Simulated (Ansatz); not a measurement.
Runs of Ansatz 0.2.0 on CsLiCr2Te2S3. Symmetry: Cm, No. 8, monoclinic system. The conventional cell has a = 6.843 Å, b = 10.361 Å, c = 7.978 Å, α = 90.00°, β = 111.21°, γ = 90.00°. Cs (site symmetry m) is surrounded by 5 S at 3.58 to 3.92 Å and 1 Li at 4.01 Å. Li (site symmetry m) is surrounded by 3 S at 2.42 to 2.56 Å. Around Cr (site symmetry 1) lie 3 S at 2.20 to 2.25 Å and 1 Te at 2.51 Å. Te (site symmetry 1) has 1 Cr at 2.51 Å as nearest neighbours. S (site symmetry 1) is surrounded by 2 Cr at 2.24 to 2.25 Å and 1 Li at 2.56 Å. Around S (site symmetry m) lie 2 Cr at 2.20 Å and 1 Li at 2.42 Å. The cell was built by a generator and needn't be a form met in nature.

| U | gap on the mesh (eV) | pressure (GPa) | moment (μB) | largest force (eV/Å) |
| --- | --- | --- | --- | --- |
| Cr d U = 4 eV | none | 3.6 | (a) | 1.94 |
| Cr d U = 6 eV | none | 5.0 | 5.97 | (d) |
| Cr d U = 2 eV | none | 1.8 | (c) | 0.82 |
| Cr d U = 8 eV | none | (b) | 6.07 | 3.02 |

Alike in all rows: task projected density of states; level PBE+U; potentials or basis Ansatz PAW; spin collinear, ferromagnetic start; cell as given; k mesh 5 × 5 × 4; cutoff (eV) 420; smearing fermi-dirac 0.05 eV.

Problem. Estimate the missing entries.

Solution. (a) 5.59; (b) 6.3; (c) 4.72; (d) 2.64.

Caveats: the magnetic or orbital state may not be the lowest; only a ferromagnetic start was run, and an antiferromagnetic order may lie lower in energy; forces of over 1 eV/Å show positions far from the minimum, so gaps and moduli don't describe the material at rest (some runs).

A k mesh can miss the band edges, and the runs leave out spin-orbit coupling on Cs, Te.

A gap of «none» marks a metal or a gap under the smearing width.
